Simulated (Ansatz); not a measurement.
Working through the spin response to a magnetic field of Sb, space group P6_3/mmc

With Ansatz 0.2.0, Python API.

Run as a notebook:

```python
import ansatz
import numpy as np
import pandas as pd
```

```python
crystal = (
    ansatz.Lattice.of((3.33, 0.0, 0.0), (-1.665, 2.88386, 0.0), (0.0, 0.0, 5.23))
    .atom("Sb", (1 / 3, 2 / 3, 0.25))
    .atom("Sb", (2 / 3, 1 / 3, 0.75))
)
```

```python
calc = (
    crystal.calculation()
    .functional("pbesol", dispersion="d3bjatm")
    .basis(260)
    .kpoints(spacing=0.29)
    .occupations("Methfessel-Paxton")
    .scf(tolerance=1e-07, max_iterations=200, lower_state_search="standard")
    .spin("collinear")
)
# the field acts on the spins alone; such large fields lift the response over the noise
rows = []
for tesla in [-200, 0, 200]:
    rep = (calc.magnetic_field(tesla) if tesla else calc).run().report
    rows.append((tesla, rep["magnetization_mub"], rep["free_energy_ev"], rep["components"].get("e_zeeman", 0.0)))
print(pd.DataFrame(rows, columns=["B (T)", "moment muB", "F eV", "Zeeman term eV"]).round(4).to_string(index=False))
slope = np.polyfit([row[0] for row in rows], [row[1] for row in rows], 1)[0]
print(f"dM/dB = {1000 * slope:.4f} muB per 1000 T per cell")
```

    DeckWarning: basis.ecutwfc = 260 eV is below the records' recommended 420 eV, and the density's cutoff is lower with it unless basis.ecutrho_ratio is high enough to keep the records' density cutoff: compare with a run at a higher cutoff
    RunWarning: this spin-polarised run has no starting moment large enough to seed its density, and nothing but the magnetic field makes the two spin channels differ, so an SCF from that start goes from [...]
     B (T)  moment muB        F eV  Zeeman term eV
      -200     -0.0415 -12815.3511         -0.0005
         0      0.0000 -12815.3509          0.0000
       200      0.0415 -12815.3511         -0.0005
    dM/dB = 0.2077 muB per 1000 T per cell

What to keep in mind:
- The settings weren't tested for convergence.
- The cutoff lies under the one recommended for these potentials.
- Dispersion corrections can be off by several per cent in the lattices of metals, and by several GPa in the pressure at a fixed cell.
- The mesh is modest for a metal, so energies can be off by several to tens of meV an atom and pressures by half a GPa or more; differences at equal mesh fare better.
- This isn't the structure that Sb takes at ambient conditions.
- Warnings are shown shortened and without file and line.
- Orbital magnetism is left out. The response of a metal hangs strongly on mesh and smearing, and a straight-line fit holds only where the moment is linear in the field.
- The whole script took 5.8 s on 1 thread of Arm Neoverse V2 (shared host), peak memory 0.39 GiB.

(Lines on the test bed's own set-up are left out of the output.)
